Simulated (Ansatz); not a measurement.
**Sb3Au: states over the whole Brillouin zone**

Aim: solve Sb3Au self-consistently, get levels and band slopes on a dense mesh, and map the Fermi surface or, if there is a gap, the valleys at its edges.

Method: DFT PBEsol, scalar-relativistic, plane waves, PAW; levels and slopes on a dense k mesh at the converged density, in Ansatz 0.2.0.

## 1. The starting structure

The structure is tetragonal, space group P4/mmm (No. 123). Conventional cell: a = 3.063 Å, b = 3.063 Å, c = 11.815 Å, α = 90.00°, β = 90.00°, γ = 90.00°. Sb (site symmetry 4mm) is surrounded by 1 Au at 2.73 Å and 5 Sb at 3.06 to 3.18 Å. Sb (site symmetry 4/mmm) is surrounded by 6 Sb at 3.06 to 3.18 Å. Around Au (site symmetry 4/mmm) lie 2 Sb at 2.73 Å and 4 Au at 3.06 Å.

Structure file:

```xyz
4
Lattice="3.0632 0.0000 0.0000 0.0000 3.0632 0.0000 0.0000 0.0000 11.8151" Properties=species:S:1:pos:R:3 pbc="T T T"
Sb    0.0000    0.0000    2.7319
Sb    0.0000    0.0000    5.9076
Sb    0.0000    0.0000    9.0832
Au    0.0000    0.0000    0.0000
```

The structure comes from the Materials Project (structure only) and is not relaxed.

## 2. The run

The input, input.yaml:

```yaml
crystal:
  lattice:
    - [3.063195, 0.0, 0.0]
    - [0.0, 3.063195, 0.0]
    - [0.0, 0.0, 11.815135]
  atoms:
    - { symbol: Sb, position: [0.0, 0.0, 0.231221] }
    - { symbol: Sb, position: [0.0, 0.0, 0.5] }
    - { symbol: Sb, position: [0.0, 0.0, 0.768779] }
    - { symbol: Au, position: [0.0, 0.0, 0.0] }
basis:
  ecutwfc: 420
kpoints:
  mp_grid: { grid: [14, 14, 4] }
hamiltonian:
  xc: pbesol
scf:
  occupations: { method: gaussian, width: 0.05 }
output:
  forces: true
  eigenvalues: true
  eigenstates:
    nscf_kmesh: { grid: [36, 36, 10] }
    top_band: c6
    de_dk: true
    localisation: true
  stress: true
checkpoint:
  write: ck
  compress: false
  write_wavefunctions: false
  write_every: 100000
```

Command:

```console
$ ansatz run input.yaml --threads 1 --pin off --max-ram 3072MiB --backend cpu --events-out ev --progress --plain --runs-dir out
```

What does the calculation give? Wanted: bands with resolved sheets at the Fermi level; density of states at the Fermi level; intraband plasma frequencies, principal values in rising order.

As calculated:

| quantity | value |
| --- | --- |
| bands with resolved sheets at the Fermi level | 6 |
| density of states at the Fermi level | 2.0 states/eV per cell |
| intraband plasma frequencies, principal values in rising order | 6.9, 8.5 and 8.5 eV |

What this shows: Six bands cross the Fermi level with sheets large enough to resolve; this is a three-dimensional metal. Band 33 adds most to the density of states (0.61 states/eV), with a mean Fermi speed of 13 × 10⁵ m/s. Spin-orbit coupling is left out; with Sb and Au it can split, shift or remove sheets. Spin-orbit coupling is left out for Au, Sb.
